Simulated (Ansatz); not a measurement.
# In2CuO4: the cost of one run

Computed with Ansatz 0.2.0 (DFT PBEsol+U (U = 3 eV, J = 0.5 eV on Cu d), plane waves, PAW, unless a step's input says otherwise).

## Step 1: The starting structure

The structure is tetragonal, space group I4/mmm (No. 139). Conventional cell: a = 3.957 Å, b = 3.957 Å, c = 12.080 Å, α = 90.00°, β = 90.00°, γ = 90.00°. Around In (site symmetry 4mm) lie 8 O at 2.34 to 2.66 Å. Cu (site symmetry 4/mmm) is surrounded by 4 O at 1.98 Å. O (site symmetry mmm) is surrounded by 2 Cu at 1.98 Å and 4 In at 2.66 Å. O (site symmetry -4m2) has 4 In at 2.34 Å as nearest neighbours.

As a file:

```
CELL_PARAMETERS angstrom
-1.97850 1.97850 6.04000
1.97850 -1.97850 6.04000
1.97850 1.97850 -6.04000
ATOMIC_POSITIONS crystal
In 0.35290 0.35290 0.00000
In 0.64710 0.64710 0.00000
Cu 0.00000 0.00000 0.00000
O 0.50000 0.00000 0.50000
O 0.00000 0.50000 0.50000
O 0.75000 0.25000 0.50000
O 0.25000 0.75000 0.50000
```

An earlier series on this cell reached its lowest free state from «ferromagnetic start, free, natural orbitals of the symmetric run filled by rank», perhaps among other starts.

## Step 2: Ferromagnetic start, free, default search

Contents of input.yaml:

```yaml
crystal:
  lattice:
    - [-1.97849994, 1.97849994, 6.03999983]
    - [1.97849994, -1.97849994, 6.03999983]
    - [1.97849994, 1.97849994, -6.03999983]
  atoms:
    - { symbol: In, position: [0.3529, 0.3529, 0.0] }
    - { symbol: In, position: [0.6471, 0.6471, 0.0] }
    - { symbol: Cu, position: [0.0, 0.0, 0.0], spin: 1.0 }
    - { symbol: O, position: [0.5, 0.0, 0.5] }
    - { symbol: O, position: [0.0, 0.5, 0.5] }
    - { symbol: O, position: [0.75, 0.25, 0.5] }
    - { symbol: O, position: [0.25, 0.75, 0.5] }
basis:
  ecutwfc: 420
  ecutrho_ratio: 4
kpoints:
  mp_grid: { grid: [7, 7, 7] }
hamiltonian:
  xc: pbesol
  hubbard: { sites: [{ site: 2, l: d, u: 3.0, j: 0.5 }] }
scf:
  occupations: { method: gaussian, width: 0.05 }
output:
  forces: true
  stress: true
  eigenvalues: true
  populations: true
  hubbard: { sites: [{ site: 2, l: d }] }
magnetization:
  spin_polarized: true
```

The run is started by

```bash
$ ansatz run input.yaml --threads 4 --pin off --max-ram 6144MiB --backend cpu --events-out ev --progress --plain --runs-dir out
```

Q: Estimate wall time and peak memory on 4 threads of Arm Neoverse V1, shared host.

About 15 s, with a peak of 0.69 GiB.
